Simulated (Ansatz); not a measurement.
**C3H11BN2O: a ladder of functionals and wavefunction methods**

An exercise on one series of results from a longer session: the logs are not shown, and one member is left open.

The runs use Ansatz 0.2.0, Gaussian basis; functionals in def2-TZVPP, the program's frozen cores in correlated methods.

The runs, in order: LDA (SPW92), PBE-D4, revPBE-D4, BLYP-D4, r2SCAN-D4, B97M-V, PBE0-D4, B3LYP-D4, r2SCANh-D4, r2SCAN0-D4, HSE06-D4, BHLYP-D4, CAM-B3LYP-D4, LC-ωPBE, ωB97X-V, ωB97M-V, B2PLYP, PBE-QIDH; CCSD(T)/def2-SVP; CCSD(T)/def2-TZVPP; MP2/def2-QZVPP; extrapolation to the limit; RPA on PBE.

## The geometry

An earlier PBE0-D4 in a triple-zeta def2 set relaxation fixed the geometry.

SMILES `CC(C)OB(N)N`, 18 atoms, charge 0, spin multiplicity 1.

Atoms are counted from 1 here; the program's logs count them from 0.

Bond lengths: C1–C2 1.514 Å, C1–H8 1.093 Å, C1–H9 1.091 Å, C1–H10 1.092 Å, C2–C3 1.518 Å, C2–O4 1.411 Å, C2–H11 1.101 Å, C3–H12 1.093 Å, C3–H13 1.092 Å, C3–H14 1.093 Å, O4–B5 1.380 Å, B5–N6 1.422 Å, B5–N7 1.417 Å, N6–H15 1.002 Å, N6–H16 1.003 Å, N7–H17 1.003 Å, N7–H18 1.002 Å. Angles: C2–C1–H8 110.0°, C2–C1–H9 110.5°, C2–C1–H10 110.8°, H8–C1–H9 108.3°, H8–C1–H10 108.5°, H9–C1–H10 108.7°, C1–C2–C3 112.0°, C1–C2–O4 107.7°, C1–C2–H11 108.0°, C3–C2–O4 110.4°, C3–C2–H11 109.2°, O4–C2–H11 109.6°, C2–C3–H12 110.9°, C2–C3–H13 111.0°, C2–C3–H14 109.8°, H12–C3–H13 108.5°, H12–C3–H14 108.4°, H13–C3–H14 108.1° and more.

The first run:

The input, in.yaml:

```yaml
crystal:
  periodic: [false, false, false]
  atoms:
    - {symbol: C, position_ang: [1.767703, -1.261843, -0.722111]}
    - {symbol: C, position_ang: [0.860589, -0.111474, -0.340270]}
    - {symbol: C, position_ang: [0.644762, 0.850600, -1.494458]}
    - {symbol: O, position_ang: [-0.370229, -0.658507, 0.081743]}
    - {symbol: B, position_ang: [-1.228915, -0.005430, 0.941668]}
    - {symbol: N, position_ang: [-0.929513, 1.262852, 1.509759]}
    - {symbol: N, position_ang: [-2.442113, -0.678490, 1.232111]}
    - {symbol: H, position_ang: [1.324866, -1.829927, -1.543914]}
    - {symbol: H, position_ang: [1.906438, -1.936441, 0.124430]}
    - {symbol: H, position_ang: [2.746119, -0.895262, -1.040936]}
    - {symbol: H, position_ang: [1.330257, 0.427585, 0.496359]}
    - {symbol: H, position_ang: [1.591670, 1.290357, -1.817635]}
    - {symbol: H, position_ang: [-0.032363, 1.658388, -1.209414]}
    - {symbol: H, position_ang: [0.203140, 0.319951, -2.341685]}
    - {symbol: H, position_ang: [-0.073758, 1.757480, 1.345640]}
    - {symbol: H, position_ang: [-1.529973, 1.713265, 2.174505]}
    - {symbol: H, position_ang: [-2.646711, -1.571245, 0.823534]}
    - {symbol: H, position_ang: [-3.159568, -0.320560, 1.832472]}
basis:
  gaussian: {orbitals: def2-TZVPP}
hamiltonian: {xc: lda}
output: {orbitals: {seedname: orbitals}}
```

On the command line:

```bash
$ ansatz run in.yaml --threads 2 --pin off --events-out ev --progress --plain --max-ram 32768MiB --backend cuda --devices 0, --max-vram 18GiB
```

Steps of the session up to this table: LDA; PBE-D4 (GGA); revPBE-D4 (GGA); BLYP-D4 (GGA); r2SCAN-D4 (meta-GGA); B97M-V (meta-GGA); PBE0-D4 (hybrid); B3LYP-D4 (hybrid); r2SCANh-D4 (hybrid); r2SCAN0-D4 (hybrid); HSE06-D4 (hybrid); BHLYP-D4 (hybrid); CAM-B3LYP-D4 (range-separated); LC-ωPBE (range-separated); ωB97X-V (range-separated); ωB97M-V (range-separated); B2PLYP (double hybrid); PBE-QIDH (double hybrid).

One table of the session follows, with a row left open; its other results are not shown here.

It belongs to the step «Frontier levels by functional». 

```
  functional  HOMO (eV)  LUMO (eV)  gap (eV)
 LDA (SPW92)      -5.48      -0.08      5.39
      PBE-D4      -5.30       0.07      5.37
   revPBE-D4      -5.23       0.15      5.38
     BLYP-D4      -5.18       0.05      5.23
   r2SCAN-D4      -5.60       0.79      6.39
      B97M-V      -5.70       0.23      5.93
     PBE0-D4          ?          ?         ?
    B3LYP-D4      -6.49       0.52      7.01
  r2SCANh-D4      -6.14       1.01      7.15
  r2SCAN0-D4      -6.95       1.33      8.28
    HSE06-D4      -6.33       0.50      6.83
    BHLYP-D4      -8.09       1.43      9.52
CAM-B3LYP-D4      -8.18       1.59      9.77
     LC-ωPBE      -9.59       2.89     12.48
     ωB97X-V      -9.21       2.66     11.87
     ωB97M-V      -9.12       2.18     11.30
```

**Question.** Estimate the row for PBE0-D4.

**Answer.** HOMO (eV): -6.74; LUMO (eV): 0.86; gap (eV): 7.60. In the column «HOMO (eV)» it lies between r2SCAN0-D4 (-6.95) and B3LYP-D4 (-6.49).
